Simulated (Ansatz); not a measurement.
**CCSD(T)/def2-TZVPPD run of GeH2 (SMILES [GeH2])**

Aim: the vertical ionisation energy of GeH2 at CCSD(T)/def2-TZVPPD, from 2 runs. 

Program for the calculation: Ansatz 0.2.0.

34 further runs of the same task are left out: 34 set aside as unsound or not needed.

**1. The structure to begin with**

GeH2: 3 atoms, total charge 0, spin state singlet. As SMILES, `[GeH2]`. The shape is that of a PBE0-D4/def2-TZVP optimisation.

Bond lengths: Ge1–H2 1.595 Å, Ge1–H3 1.594 Å. Angles: H2–Ge1–H3 90.6°.

**2. The energy at CCSD(T)/def2-TZVPPD**

File in.yaml:

```yaml
crystal:
  periodic: [false, false, false]
  atoms:
    - {symbol: Ge, position_ang: [-0.570100, 0.405100, -0.263700]}
    - {symbol: H, position_ang: [0.783000, 0.743600, 0.509000]}
    - {symbol: H, position_ang: [-0.212900, -1.148700, -0.245300]}
basis:
  gaussian:
    orbitals: def2-TZVPPD.json
correlation:
  method: ccsd_t
  frozen_orbitals: {Ge: 9, H: 0}
accuracy: high
scf:
  omitted_lower_state_checks: [cluster_reference, increment]
```

The basis set def2-TZVPPD is read from a file made from the Basis Set Exchange's data (not shown).

Run with:

```bash
$ ansatz run in.yaml --threads 1 --pin off --max-ram 3480MiB --events-out events.jsonl --progress --plain --runs-dir runs
```

Standard output:

```text
Warning: RAYON_NUM_THREADS=1 ignored (pool sized by the plan → 1); use --threads N
Functional definition: HF
  name "HF"
  exchange = exact_x
  correlation = 0
these checks for a lower state are left out or cut short: cluster_reference, increment
1286 factors; integrals over basis functions are off by at most 4.5e-9 eV
mean field evaluation 1: about -56503.4402 eV, gradient 7.9e0 eV
mean field evaluation 2: about -56503.4663 eV, gradient 8.0e0 eV
mean field evaluation 4: about -56503.8061 eV, gradient 1.8e0 eV
mean field evaluation 8: about -56503.8122 eV, gradient 6.4e-4 eV
mean field -56503.81218867 eV, -2076.4767982741 hartree, gradient 7.3e-8 eV, S^2 0.000000; 0 other end points of the search recorded, 0 dependent functions left out; unrestricted orbitals would lower it
9 core orbitals not correlated: weight in the atoms' cores, before any rotation towards them, 1.000 or more for the frozen orbitals, at most 0.000 for the correlated occupied ones
reference -56503.81218867 eV, -2076.4767982741 hartree; 8, 8 occupied and 71, 71 virtual orbitals, 1286 factors
second order -6.55186434 eV of doubles, -0.00000000 eV of singles
cycle   1  -6.65544415 eV  change   -1.0e-1 eV  update   7.3e-2
cycle   2  -6.96837760 eV  change   -3.1e-1 eV  update   2.7e-2
cycle   3  -6.99364816 eV  change   -2.5e-2 eV  update   1.2e-2
cycle   4  -6.99324290 eV  change    4.1e-4 eV  update   3.9e-3
cycle   5  -6.99418674 eV  change   -9.4e-4 eV  update   1.1e-3
cycle   6  -6.99381067 eV  change    3.8e-4 eV  update   4.1e-4
cycle   7  -6.99387439 eV  change   -6.4e-5 eV  update   1.3e-4
cycle   8  -6.99392359 eV  change   -4.9e-5 eV  update   4.3e-5
cycle   9  -6.99391590 eV  change    7.7e-6 eV  update   1.4e-5
cycle  10  -6.99391377 eV  change    2.1e-6 eV  update   4.8e-6
cycle  11  -6.99391590 eV  change   -2.1e-6 eV  update   1.5e-6
cycle  12  -6.99391523 eV  change    6.7e-7 eV  update   4.7e-7
cycle  13  -6.99391558 eV  change   -3.5e-7 eV  update   1.3e-7
cycle  14  -6.99391544 eV  change    1.3e-7 eV  update   4.9e-8
cycle  15  -6.99391541 eV  change    3.8e-8 eV  update   2.5e-8
cycle  16  -6.99391536 eV  change    4.4e-8 eV  update   1.5e-7
cycle  17  -6.99391532 eV  change    4.0e-8 eV  update   7.1e-8
cycle  18  -6.99391533 eV  change   -8.7e-9 eV  update   1.6e-8
cycle  19  -6.99391533 eV  change    4.8e-9 eV  update   4.6e-9
cycle  20  -6.99391533 eV  change   -2.6e-9 eV  update   1.4e-9
cycle  21  -6.99391533 eV  change  -4.9e-10 eV  update  5.0e-10
perturbative correction -0.22378528 eV, -0.0082239575 hartree
Total energy: -56511.02988928 eV, -2076.7420438793 hartree
Checks for a lower state left out: cluster_reference, increment
```

Wall time 4.8 s (1 thread of Arm Neoverse V2, shared host); peak memory 0.37 GiB.

**3. The doublet cation at the same level**

File molecule.yaml:

```yaml
crystal:
  periodic: [false, false, false]
  atoms:
    - {symbol: Ge, position_ang: [-0.570100, 0.405100, -0.263700]}
    - {symbol: H, position_ang: [0.783000, 0.743600, 0.509000]}
    - {symbol: H, position_ang: [-0.212900, -1.148700, -0.245300]}
basis:
  gaussian:
    orbitals: def2-TZVPPD.json
total_charge: 1
magnetization:
  spin_polarized: true
  initial_magnetization: 1
correlation:
  method: ccsd_t
  frozen_orbitals: {Ge: 9, H: 0}
accuracy: high
scf:
  omitted_lower_state_checks: [cluster_reference, increment]
```

The basis set def2-TZVPPD is read from a file made from the Basis Set Exchange's data (not shown).

Run with:

```bash
$ ansatz run molecule.yaml --threads 1 --pin off --max-ram 3480MiB --events-out events.jsonl --progress --plain --runs-dir runs
```

Standard output:

```text
Warning: RAYON_NUM_THREADS=1 ignored (pool sized by the plan → 1); use --threads N
[... 4 set-up lines as earlier in the session ...]
these checks for a lower state are left out or cut short: cluster_reference, increment
1286 factors; integrals over basis functions are off by at most 4.5e-9 eV
mean field evaluation 1: about -56494.7038 eV, gradient 8.1e0 eV
mean field evaluation 2: about -56494.7053 eV, gradient 8.1e0 eV
mean field evaluation 4: about -56495.3466 eV, gradient 1.1e0 eV
mean field evaluation 8: about -56495.3636 eV, gradient 4.3e-4 eV
mean field -56495.36362038 eV, -2076.1663191160 hartree, gradient 1.0e-8 eV, S^2 0.766595; 0 other end points of the search recorded, 0 dependent functions left out
9 core orbitals not correlated: weight in the atoms' cores, before any rotation towards them, 1.000 or more for the frozen orbitals, at most 0.000 for the correlated occupied ones
reference -56495.36362038 eV, -2076.1663191160 hartree; 8, 7 occupied and 71, 72 virtual orbitals, 1286 factors
second order -5.64534608 eV of doubles, -0.00000000 eV of singles
cycle   1  -5.69893266 eV  change   -5.4e-2 eV  update   6.7e-2
cycle   2  -5.97741103 eV  change   -2.8e-1 eV  update   2.6e-2
cycle   3  -6.01490066 eV  change   -3.7e-2 eV  update   1.2e-2
cycle   4  -6.01423397 eV  change    6.7e-4 eV  update   4.0e-3
cycle   5  -6.01587989 eV  change   -1.6e-3 eV  update   1.5e-3
cycle   6  -6.01573803 eV  change    1.4e-4 eV  update   6.3e-4
cycle   7  -6.01579729 eV  change   -5.9e-5 eV  update   1.9e-4
cycle   8  -6.01586698 eV  change   -7.0e-5 eV  update   5.3e-5
cycle   9  -6.01586381 eV  change    3.2e-6 eV  update   1.5e-5
cycle  10  -6.01586089 eV  change    2.9e-6 eV  update   4.7e-6
cycle  11  -6.01586138 eV  change   -4.9e-7 eV  update   1.8e-6
cycle  12  -6.01586067 eV  change    7.1e-7 eV  update   6.6e-7
cycle  13  -6.01586117 eV  change   -5.0e-7 eV  update   2.4e-7
cycle  14  -6.01586090 eV  change    2.7e-7 eV  update   8.5e-8
cycle  15  -6.01586089 eV  change    9.3e-9 eV  update   3.2e-8
cycle  16  -6.01586085 eV  change    3.4e-8 eV  update   1.5e-8
cycle  17  -6.01586092 eV  change   -6.6e-8 eV  update   5.4e-8
cycle  18  -6.01586089 eV  change    3.3e-8 eV  update   1.7e-8
cycle  19  -6.01586089 eV  change   -4.8e-9 eV  update   5.3e-9
cycle  20  -6.01586089 eV  change    4.0e-9 eV  update   1.7e-9
cycle  21  -6.01586089 eV  change  -6.2e-10 eV  update  5.2e-10
perturbative correction -0.18007384 eV, -0.0066175915 hartree
Total energy: -56501.55955510 eV, -2076.3940155174 hartree
Checks for a lower state left out: cluster_reference, increment
```

It took 12 s on 1 thread of Arm Neoverse V2, shared host; peak memory 0.59 GiB.

**4. Outcome**

At CCSD(T)/def2-TZVPPD, 9 core orbitals frozen:

| quantity | value |
| --- | --- |
| singlet GeH2: total energy | -2076.74204 Eh |
| singlet GeH2: correlation energy (9 core orbitals frozen) | -265.2 mEh |
| singlet GeH2: (T) correction | -8.22 mEh |
| singlet GeH2: T1 diagnostic | 0.012 |
| doublet cation: total energy | -2076.39402 Eh |
| doublet cation: correlation energy (9 core orbitals frozen) | -227.7 mEh |
| doublet cation: (T) correction | -6.62 mEh |
| doublet cation: ⟨S²⟩ of the reference determinant | 0.767 |
| doublet cation: T1 diagnostic | 0.014 |
| vertical ionisation energy (to the doublet cation) | 9.470 eV |

What this shows: The vertical ionisation energy comes to 9.47 eV (914 kJ/mol). The restricted solution (singlet GeH2) is unstable to spin breaking: an unrestricted one lies lower. The triples (singlet GeH2) make up 3.1 % of the correlation energy. The triples (doublet cation) make up 2.9 % of the correlation energy.
